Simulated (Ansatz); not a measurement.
# Sb (Antimony): the cost of one run

Computed with Ansatz 0.2.0, driven from Python. Level of theory: DFT PBEsol, plane waves, PAW.

## 1. Starting point

It takes space group R-3m (No. 166, trigonal). The conventional cell has a = 4.308 Å, b = 4.308 Å, c = 11.274 Å, α = 90.00°, β = 90.00°, γ = 120.00°. Around Sb (site symmetry 3m) lie 3 Sb at 2.91 Å.

No structure file is read: the coordinates are typed or built in the script.

## 2. Script

File sb.py:

```python
"""Bulk modulus of Sb from an E(V) curve."""

import ansatz as az
import numpy as np
from scipy.optimize import curve_fit

VECTORS = np.array([
    [2.1542, 1.243728, 3.758],
    [-2.1542, 1.243728, 3.758],
    [0.0, -2.487456, 3.758],
])
SITES = [
    ("Sb", (0.23349, 0.23349, 0.23349)),
    ("Sb", (0.76651, 0.76651, 0.76651)),
]


def crystal_on(cell):
    crystal = az.Crystal(lattice=az.Lattice.of(cell))
    for symbol, position in SITES:
        crystal = crystal.atom(symbol, position)
    return crystal

def vinet(v, e0, v0, b0, b1):
    eta = (v / v0) ** (1 / 3)
    return e0 + 2 * b0 * v0 / (b1 - 1) ** 2 * (2 - (5 + 3 * b1 * (eta - 1) - 3 * eta) * np.exp(-1.5 * (b1 - 1) * (eta - 1)))


def main() -> None:
    # uniform scaling of the cell
    volumes, energies, pressures = [], [], []
    for scale in np.linspace(0.9, 1.1, 9):
        cell = VECTORS * scale ** (1 / 3)
        base = (
            crystal_on(cell).calculation()
            .occupations("Fermi-Dirac", width=0.15)
            .pseudopotentials("paw")
            .functional("PBEsol")
            .basis(500)
            .kpoints(8, 8, 8)
            .stress()
        )
        data = base.run().report
        volumes.append(abs(np.linalg.det(cell)) / len(SITES))
        energies.append(data["free_energy_ev"] / len(SITES))
        pressures.append(np.trace(data["stress_gpa"]) / 3)
        print(f"V = {volumes[-1]:8.4f} A^3/atom  F = {energies[-1]:.5f} eV/atom  P = {pressures[-1]:8.3f} GPa")

    guess = (min(energies), volumes[int(np.argmin(energies))], 0.5, 4.5)
    (e0, v0, b0, b1), _ = curve_fit(vinet, np.array(volumes), np.array(energies), p0=guess, maxfev=20000)
    print(f"Vinet fit: V0 = {v0:.4f} A^3/atom, B0 = {160.21766 * b0:.1f} GPa, B1 = {b1:.2f}")
    print("largest residual", round(1000 * float(np.abs(vinet(np.array(volumes), e0, v0, b0, b1) - energies).max()), 3), "meV/atom")


if __name__ == "__main__":
    main()
```

## 3. What the engine is handed

The engine receives this input (first run):

```yaml
crystal:
  lattice:
    - [2.0798572323174476, 1.2008061813367905, 3.6283091073479565]
    - [-2.0798572323174476, 1.2008061813367905, 3.6283091073479565]
    - [0.0, -2.401612362673581, 3.6283091073479565]
  atoms:
    - { symbol: Sb, position: [0.23349, 0.23349, 0.23349] }
    - { symbol: Sb, position: [0.76651, 0.76651, 0.76651] }
basis:
  ecutwfc: 500.0
kpoints:
  mp_grid:
    grid: [8, 8, 8]
hamiltonian:
  xc: pbesol
  pseudopotentials:
    kind: paw
scf:
  occupations:
    method: fermi_dirac
    width: 0.15
output:
  stress: true
```

## 4. The run

Started as:

```sh
python sb.py
```

Q: Estimate wall time and peak memory on 1 thread of Arm Neoverse V1, shared host.

About 47 s, with a peak of 0.49 GiB.
